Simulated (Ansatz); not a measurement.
# CH5ClMoN2O: ionisation energy by level of theory

The task here is to estimate one member of a computed series from the others.

Program: Ansatz 0.2.0, Gaussian basis. Level of theory: unrestricted cation, the program's frozen cores in correlated methods. These are calculated values, not measurements.

Plan: UKS PBE-D4/def2-TZVPP; UKS r2SCAN-D4/def2-TZVPP; UKS PBE0-D4/def2-TZVPP; UKS B3LYP-D4/def2-TZVPP; UKS wB97X-V/def2-TZVPP; UKS wB97M-V/def2-TZVPP; UKS B2PLYP/def2-TZVPP; UHF-CCSD(T)/def2-TZVPP; UHF-MP2/def2-QZVPP; extrapolation to the limit; then −ε(HOMO) from the neutral's earlier runs with LDA (SPW92), PBE-D4, revPBE-D4, BLYP-D4, r2SCAN-D4, B97M-V, PBE0-D4, B3LYP-D4, r2SCANh-D4, r2SCAN0-D4, HSE06-D4, BHLYP-D4, CAM-B3LYP-D4, LC-ωPBE, ωB97X-V, ωB97M-V.

## The geometry

An earlier PBE0-D4 in a triple-zeta def2 set relaxation fixed the geometry. Mo takes the def2 core potential; no spin-orbit term is included.

SMILES `C[N]=[Mo]([NH2])(=[O])[Cl]`, 11 atoms, charge 0, spin multiplicity 1.

Atoms are counted from 1 here; the program's logs count them from 0.

Bond lengths: C1–N2 1.418 Å, C1–H7 1.096 Å, C1–H8 1.095 Å, C1–H9 1.095 Å, N2–Mo3 1.722 Å, Mo3–N4 1.927 Å, Mo3–O5 1.680 Å, Mo3–Cl6 2.287 Å, N4–H10 1.010 Å, N4–H11 1.008 Å. Angles: N2–C1–H7 111.8°, N2–C1–H8 109.8°, N2–C1–H9 109.7°, H7–C1–H8 109.0°, H7–C1–H9 108.9°, H8–C1–H9 107.7°, C1–N2–Mo3 151.6°, N2–Mo3–N4 105.3°, N2–Mo3–O5 109.6°, N2–Mo3–Cl6 108.3°, N4–Mo3–O5 110.8°, N4–Mo3–Cl6 112.2°, O5–Mo3–Cl6 110.4°, Mo3–N4–H10 121.8°, Mo3–N4–H11 125.2°, H10–N4–H11 111.5°.

Geometry (Å):

```xyz
11
charge 0, multiplicity 1
C    -0.6883   -1.3099   -1.4267
N    -0.5326   -0.3764   -0.3702
Mo    0.1656    1.0460    0.3028
N     0.9551    0.4855    1.9685
O     1.3370    1.6479   -0.7399
Cl   -1.4978    2.5860    0.6091
H     0.0081   -1.1135   -2.2492
H    -1.7130   -1.2672   -1.8103
H    -0.5155   -2.3241   -1.0513
H     1.7337    0.9797    2.3811
H     0.8133   -0.4109    2.4067
```

The first run:

in.yaml reads:

```yaml
crystal:
  periodic: [false, false, false]
  atoms:
    - {symbol: C, position_ang: [-0.688344, -1.309944, -1.426706]}
    - {symbol: N, position_ang: [-0.532582, -0.376439, -0.370181]}
    - {symbol: Mo, position_ang: [0.165588, 1.045963, 0.302838]}
    - {symbol: N, position_ang: [0.955061, 0.485479, 1.968509]}
    - {symbol: O, position_ang: [1.336996, 1.647854, -0.739880]}
    - {symbol: Cl, position_ang: [-1.497806, 2.586014, 0.609070]}
    - {symbol: H, position_ang: [0.008108, -1.113452, -2.249198]}
    - {symbol: H, position_ang: [-1.712973, -1.267154, -1.810306]}
    - {symbol: H, position_ang: [-0.515542, -2.324063, -1.051288]}
    - {symbol: H, position_ang: [1.733739, 0.979653, 2.381098]}
    - {symbol: H, position_ang: [0.813254, -0.410912, 2.406744]}
basis:
  gaussian: {orbitals: def2-TZVPP}
total_charge: 1
magnetization: {spin_polarized: true, initial_magnetization: 1}
hamiltonian: {xc: pbe, dispersion: d4}
```

On the command line:

```sh
$ ansatz run in.yaml --threads 2 --pin off --events-out ev --progress --plain --max-ram 22528MiB --backend cuda --devices 0, --max-vram 18GiB
```

Steps of the session up to this table: Cation, UKS PBE-D4/def2-TZVPP; Cation, UKS r2SCAN-D4/def2-TZVPP; Cation, UKS PBE0-D4/def2-TZVPP; Cation, UKS B3LYP-D4/def2-TZVPP; Cation, UKS wB97X-V/def2-TZVPP; Cation, UKS wB97M-V/def2-TZVPP; Cation, UKS B2PLYP (frozen core)/def2-TZVPP; Cation, UHF-CCSD(T)/def2-TZVPP; Cation, UHF-MP2/def2-QZVPP.

One of the session's tables, all rows but one given; the rest of the session is left out.

For comparison, −ε(HOMO) of the neutral from earlier runs:

```
  functional  −ε(HOMO) (eV)
 LDA (SPW92)           6.53
      PBE-D4           6.36
   revPBE-D4           6.29
     BLYP-D4           6.24
   r2SCAN-D4           6.64
      B97M-V           6.72
     PBE0-D4           7.71
    B3LYP-D4           7.49
  r2SCANh-D4           7.14
  r2SCAN0-D4              ?
    HSE06-D4           7.31
    BHLYP-D4           8.99
CAM-B3LYP-D4           9.08
     LC-ωPBE          10.39
     ωB97X-V          10.05
     ωB97M-V           9.96
```

Q: Estimate the row for r2SCAN0-D4 from the others.

Worked estimate for «−ε(HOMO) (eV)». Against the share of exact exchange, r2SCAN-D4 (0, 6.64), r2SCANh-D4 (0.1, 7.14) give a slope of 5.00 per unit share; at 0.25 the line stands at 7.89.

As computed: −ε(HOMO) (eV): 7.91. In «−ε(HOMO) (eV)» the line misses by -0.02.
